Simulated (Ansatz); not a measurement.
What does this script print? It uses the Python package of Ansatz (0.2.0).

`ch5as.py`:
```python
"""Active-space calculation on CH5As."""

import warnings

import ansatz as az

warnings.simplefilter("ignore", az.DeckWarning)

geometry_ang = [
    ("C", (-0.0136, -0.7793, -0.2234)),
    ("As", (0.7436, 0.8114, 0.6704)),
    ("H", (-0.2983, -1.5308, 0.4943)),
    ("H", (0.7115, -1.1071, -1.0098)),
    ("H", (-1.011, -0.4364, -0.7363)),
    ("H", (-0.6142, 1.2344, 1.325)),
    ("H", (0.5432, 1.7398, -0.5658)),
]
ch5as = az.Crystal.molecule()
for symbol, xyz in geometry_ang:
    ch5as = ch5as.atom(symbol, xyz)

model = ch5as.calculation()
model = model.basis(gaussian="def2-SVP")
model = model.correlation(active_electrons=4, active_orbitals=4)
for method in [None, "sc_nevpt2"]:
    rep = (model if method is None else model.correlation(method)).run(threads=1).report
    space = rep["configurations"]
    state = space["states"][0]
    print(method or "casscf", f"total {rep['free_energy_ev'] / 27.211386246:.6f} Ha, active-space state {state['energy']['hartree']:.6f} Ha, mean field {rep['reference_energy_ev'] / 27.211386246:.6f} Ha")
    print("  determinants", state["n_determinants"], " natural occupations", [round(n, 3) for n in space["natural_occupations"]])
```

```console
$ python ch5as.py
casscf total -2274.684006 Ha, active-space state -2274.684006 Ha, mean field -2274.650122 Ha
  determinants 36  natural occupations [1.977, 1.972, 0.028, 0.023]
RunWarning: the results are in doubt because another end's mean lies 0.040 eV lower, and its corrected mean 0.030 eV higher
sc_nevpt2 total -2275.044344 Ha, active-space state -2274.682546 Ha, mean field -2274.650122 Ha
  determinants 36  natural occupations [1.975, 1.969, 0.029, 0.028]
```
(Warnings from the package without file and line.)

Caveats:
- Total energies depend on the basis set; only differences at equal settings carry meaning.
- The geometry is a force-field or estimated start, not a minimum of this method, and the basis set is short of its limit. The active space starts as a window about the frontier orbitals and is then optimised, not chosen by chemistry.
- A lower CASSCF solution was found and passed over, so the printed active-space state isn't the lowest.
- The script silences the warnings on its input, which a real study should read.
- Finished in 10 s on 1 thread of Arm Neoverse V2 (shared host), peak memory 0.2 GiB.

(Lines on the test bed's own set-up are left out of the output.)
